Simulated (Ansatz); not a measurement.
# C2HAlSe: functionals against CCSD(T) at one geometry

A test off equilibrium: a structure displaced at random from a GFN2-xTB minimum is computed at several levels, and each is set against CCSD(T).

Method: single points in def2-TZVPP; program: Ansatz 0.2.0, Gaussian basis.

Cores are frozen in the correlated methods. Filled d shells of the heavier atoms are correlated.

**1. The starting structure**

SMILES `[SeH][Al]1[C]#[C]1`, 5 atoms, charge 0, spin multiplicity 1.

Atoms are counted from 1 here; the program's logs count them from 0.

Bond lengths: Se1–Al2 2.506 Å, Se1–H5 1.388 Å, Al2–C3 2.001 Å, Al2–C4 2.004 Å, C3–C4 1.385 Å. Angles: Al2–Se1–H5 77.5°, Se1–Al2–C3 156.2°, Se1–Al2–C4 162.5°, C3–Al2–C4 40.5°, Al2–C3–C4 69.9°, Al2–C4–C3 69.7°.

Coordinates:

```xyz
5
C2HAlSe
Se   -1.5462    1.6390   -0.0847
Al    0.0218   -0.3053    0.1231
C     1.6012   -1.3182    0.8198
C     0.7847   -2.1577    0.0810
H    -0.6998    1.8186   -1.1703
```

**2. CCSD(T)/def2-TZVPP**

run/in.yaml reads:

```yaml
crystal:
  periodic: [false, false, false]
  atoms:
    - {symbol: Se, position_ang: [-1.546200, 1.639000, -0.084700]}
    - {symbol: Al, position_ang: [0.021800, -0.305300, 0.123100]}
    - {symbol: C, position_ang: [1.601200, -1.318200, 0.819800]}
    - {symbol: C, position_ang: [0.784700, -2.157700, 0.081000]}
    - {symbol: H, position_ang: [-0.699800, 1.818600, -1.170300]}
basis:
  gaussian: {orbitals: def2-TZVPP}
correlation: {method: ccsd_t}
output: {forces: true}
```

No record of the launch command was kept for these runs.

**3. PBE0-D4/def2-TZVPP**

run/in.yaml: that of step 2 with these lines changed.

```diff
@@ -10,3 +10,3 @@
   gaussian: {orbitals: def2-TZVPP}
-correlation: {method: ccsd_t}
-output: {forces: true}
+hamiltonian: {xc: pbe0, dispersion: d4}
+output: {forces: true, orbitals: {seedname: orbitals}}
```

**4. wB97M-V/def2-TZVPP**

run/in.yaml: that of step 3 with these lines changed.

```diff
@@ -10,3 +10,3 @@
   gaussian: {orbitals: def2-TZVPP}
-hamiltonian: {xc: pbe0, dispersion: d4}
-output: {forces: true, orbitals: {seedname: orbitals}}
+hamiltonian: {xc: {name: wB97M-V}}
+output: {forces: true}
```

**5. r2SCAN-D4/def2-TZVPP**

run/in.yaml: that of step 4 with these lines changed.

```diff
@@ -10,3 +10,3 @@
   gaussian: {orbitals: def2-TZVPP}
-hamiltonian: {xc: {name: wB97M-V}}
+hamiltonian: {xc: r2scan, dispersion: d4}
 output: {forces: true}
```

**6. PBE-D4/def2-TZVPP**

run/in.yaml: that of step 5 with these lines changed.

```diff
@@ -10,3 +10,3 @@
   gaussian: {orbitals: def2-TZVPP}
-hamiltonian: {xc: r2scan, dispersion: d4}
+hamiltonian: {xc: pbe, dispersion: d4}
 output: {forces: true}
```

**7. r2SCANh-D4/def2-TZVPP**

run/in.yaml: that of step 6 with these lines changed.

```diff
@@ -10,3 +10,3 @@
   gaussian: {orbitals: def2-TZVPP}
-hamiltonian: {xc: pbe, dispersion: d4}
+hamiltonian: {xc: {name: r2SCANh}, dispersion: d4}
 output: {forces: true}
```

**8. HSE06-D4/def2-TZVPP**

run/in.yaml: that of step 7 with these lines changed.

```diff
@@ -10,3 +10,3 @@
   gaussian: {orbitals: def2-TZVPP}
-hamiltonian: {xc: {name: r2SCANh}, dispersion: d4}
+hamiltonian: {xc: hse06, dispersion: d4}
 output: {forces: true}
```

(Steps that only read results are left out.)

Before running it: what results should come out? Wanted: energy less free atoms, CCSD(T)/def2-TZVPP; RMS force component; RMS force error; HOMO and LUMO, PBE0-D4; T1 diagnostic.

**Answer**, as computed:

| quantity | value |
| --- | --- |
| energy less free atoms, CCSD(T)/def2-TZVPP | -1647.7 kJ/mol |
| RMS force component | 2.044 to 2.487 eV/Å over the methods |
| RMS force error | PBE0-D4 0.362, wB97M-V 0.486, r2SCAN-D4 0.281, PBE-D4 0.182, r2SCANh-D4 0.368, HSE06-D4 0.350 eV/Å |
| HOMO and LUMO, PBE0-D4 | -7.24 and -2.85 eV |
| T1 diagnostic | 0.020 |

**Reading.** Against CCSD(T) the functionals' energies less atoms differ by -130.7 to -38.7 kJ/mol, PBE-D4 by -130.7 kJ/mol. A larger basis would deepen the CCSD(T) value, while the functionals are nearly converged already, so the order here is not reliable. The forces of PBE-D4 come nearest to CCSD(T), those of wB97M-V are farthest. Frozen-core CCSD(T) forces in triple zeta carry basis errors of their own, and this is one geometry, so small gaps rank nothing. The restricted Hartree–Fock reference is unstable towards an unrestricted one at one or more of these structures.
